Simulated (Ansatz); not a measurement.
# SiHCl3 (trichlorosilane): RPA@PBE/STO-3G

What is the electronic atomisation energy of SiHCl3 (trichlorosilane) at RPA@PBE/STO-3G? 

The results are computed with Ansatz 0.2.0.

56 further runs of the same task are left out: 10 that didn't finish, 46 set aside as unsound or not needed.

### Step 1. The system as given

The species is SiHCl3 (5 atoms), meant as a singlet with charge 0. As SMILES, `Cl[SiH](Cl)Cl`. Geometry: relaxed at PBE0-D4/def2-TZVP.

Bond lengths: Cl1–Si2 2.030 Å, Si2–Cl3 2.030 Å, Si2–Cl4 2.030 Å, Si2–H5 1.469 Å. Angles: Cl1–Si2–Cl3 109.5°, Cl1–Si2–Cl4 109.5°, Cl3–Si2–Cl4 109.5°, Cl1–Si2–H5 109.5°, Cl3–Si2–H5 109.4°, Cl4–Si2–H5 109.4°.

### Step 2. A single-point energy at RPA@PBE/STO-3G

The input, run.yaml:

```yaml
crystal:
  periodic: [false, false, false]
  atoms:
    - symbol: Cl
      position_ang: [1.690930, -0.571430, 0.891880]
    - symbol: Si
      position_ang: [-0.081300, -0.012690, 0.075440]
    - symbol: Cl
      position_ang: [0.017700, 1.933700, -0.491290]
    - symbol: Cl
      position_ang: [-0.476020, -1.170520, -1.544190]
    - symbol: H
      position_ang: [-1.151310, -0.179060, 1.068150]
basis:
  gaussian: {orbitals: STO-3G}
hamiltonian: {xc: {name: PBE}}
accuracy: high
correlation: {method: rpa, frozen_orbitals: {Cl: 5, H: 0, Si: 5}}
```

The run is started by

```bash
$ ansatz run run.yaml --threads 1 --pin off --max-ram 3480MiB --events-out events.jsonl --progress --plain --runs-dir runs
```

What it wrote:

```text
Warning: RAYON_NUM_THREADS=1 ignored (pool sized by the plan → 1); use --threads N
Functional definition: PBE
  name "PBE"
  parameter kappa = 0.804
  parameter beta = 0.06672455060314922
  exchange = pbe_x(kappa = kappa, mu = beta*pi^2/3)
  correlation = pbe_c(beta = beta)
712 factors; integrals over basis functions are off by at most 2.0e-8 eV
mean field evaluation 1: about -44939.4243 eV, gradient 3.4e1 eV
mean field evaluation 2: about -44939.4044 eV, gradient 3.4e1 eV
mean field evaluation 4: about -44944.0748 eV, gradient 1.3e0 eV
mean field evaluation 8: about -44944.0833 eV, gradient 1.7e-3 eV
mean field evaluation 16: about -44944.0833 eV, gradient 3.5e-8 eV
mean field -44944.08326069 eV, -1651.6645956366 hartree, gradient 3.5e-8 eV, S^2 0.000000; 0 other end points of the search recorded, 0 dependent functions left out
20 core orbitals not correlated: weight in the atoms' cores, before any rotation towards them, 0.999 or more for the frozen orbitals, at most 0.000 for the correlated occupied ones
reference -44900.32780238 eV, -1650.0566122024 hartree; 13, 13 occupied and 4, 4 virtual orbitals, 712 factors
Total energy: -44903.53587390 eV, -1650.1745066559 hartree
```

It took 3.3 s on 1 thread of Arm Neoverse V2, shared host; peak memory 0.13 GiB.

### Step 3. The Cl atom at the same level

The input, in.yaml:

```yaml
crystal:
  periodic: [false, false, false]
  atoms:
    - {symbol: Cl, position_ang: [0.000000, 0.000000, 0.000000]}
basis:
  gaussian:
    orbitals: STO-3G
magnetization:
  spin_polarized: true
  initial_magnetization: 1
hamiltonian:
  xc: pbe
correlation:
  method: rpa
  frozen_orbitals: {Cl: 5}
accuracy: high
```

Run the same way, it converges to -454.57165 Eh (log not shown).

### Step 4. The H atom

The input, input.yaml:

```yaml
crystal:
  periodic: [false, false, false]
  atoms:
    - {symbol: H, position_ang: [0.000000, 0.000000, 0.000000]}
basis:
  gaussian: {orbitals: STO-3G}
hamiltonian: {xc: {name: PBE}}
accuracy: high
correlation: {method: rpa, frozen_orbitals: {H: 0}}
magnetization: {spin_polarized: true, initial_magnetization: 1}
```

Run the same way, it converges to -0.46658 Eh (log not shown).

### Step 5. The Si atom at the same level

The input, run.yaml:

```yaml
crystal:
  periodic: [false, false, false]
  atoms:
    - {symbol: Si, position_ang: [0.000000, 0.000000, 0.000000]}
basis:
  gaussian:
    orbitals: STO-3G
magnetization:
  spin_polarized: true
  initial_magnetization: 2
hamiltonian:
  xc: {name: PBE}
correlation:
  method: rpa
  frozen_orbitals: {Si: 5}
accuracy: high
```

Run the same way, it converges to -285.51519 Eh (log not shown).

### Step 6. Summary of results

Level: RPA@PBE/STO-3G, 20 core orbitals frozen.

| quantity | value |
| --- | --- |
| molecule: total energy | -1650.17451 Eh |
| molecule: RPA correlation energy (valence) | -117.9 mEh |
| Cl atom: total energy | -454.57165 Eh |
| Cl atom: RPA correlation energy (valence) | -29.7 mEh |
| Cl atom: ⟨S²⟩ of the reference determinant | 0.750 |
| H atom: total energy | -0.46658 Eh |
| H atom: RPA correlation energy | 0.0 mEh |
| H atom: ⟨S²⟩ of the reference determinant | 0.750 |
| Si atom: total energy | -285.51519 Eh |
| Si atom: RPA correlation energy (valence) | -51.1 mEh |
| Si atom: ⟨S²⟩ of the reference determinant | 2.000 |
| electronic atomisation energy | 13.001 eV |

Taking the molecule apart into free atoms costs 13.00 eV (1254 kJ/mol), before zero-point energy and without spin-orbit coupling. In a minimal basis such a difference can be off by several eV, whatever the method.
